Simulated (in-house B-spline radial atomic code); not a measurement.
**Os⁵⁹⁺: excited configurations**

Aim: the energies of several excited configurations of Os⁵⁹⁺ above a reference configuration, each from its own self-consistent run.

Method: non-relativistic Hartree-Fock, average of configuration, point nucleus, basis-set limit. Code: in-house B-spline radial atomic code version 1.

### 1 The system

| Property | Result |
| --- | --- |
| element | osmium (Z = 76) |
| charge | +59 |
| electrons | 17 |
| configuration | [Ne] 3s2 3p5 |
| Hamiltonian | non-relativistic |
| nucleus | point |

The outer shells:

[Ne] 3s2 3p5
```
[Ne] core
3s [↑↓]
3p [↑↓][↑↓][↑ ]
```

The boxes draw the filling by Hund's rule, which heavy ions in jj coupling don't follow; these runs average over all states of the configuration.

Settings, as recorded:

```ini
Z = 76
electrons = 17.0
configuration = [Ne] 3s2 3p5
hamiltonian = nr
method = hf
spin_polarised = False
```

This reference run was done before. Its total energy is -12587.341247 hartree, and its levels are (the highest eight at most):

```csv
orbital,occupation,energy (eV),<r> (bohr)
1s,2,-72422.4,0.01992
2s,2,-15659.9,0.08299
2p,6,-15228.0,0.07023
3s,2,-6320.85,0.1968
3p,5,-6145.81,0.1861
```

### 2 Configuration [Ne] 3s2 3p3 4p1 5g1

Settings, as recorded:

```ini
Z = 76
electrons = 17.0
configuration = [Ne] 3s2 3p3 4p1 5g1
hamiltonian = nr
method = hf
spin_polarised = False
```

How far above the reference does each configuration lie (order and size, in eV)?

As calculated:

| net move | configuration | energy above the reference (eV) | largest <r> (bohr) |
| --- | --- | --- | --- |
| 2×3p → 4p, 5g | [Ne] 3s2 3p3 4p1 5g1 | 7042.90 | 0.453 |

The promotion costs 7042.90 eV. 1 of them lies more than 2 % above the ionisation threshold that Koopmans' theorem gives (6145.81 eV), where such states can decay by emitting an electron. Two partly filled shells share a symmetry and can mix in the average, which may lower the energy, for: 2×3p → 4p, 5g. These are averages over configurations, without correlation, not spectroscopic levels.
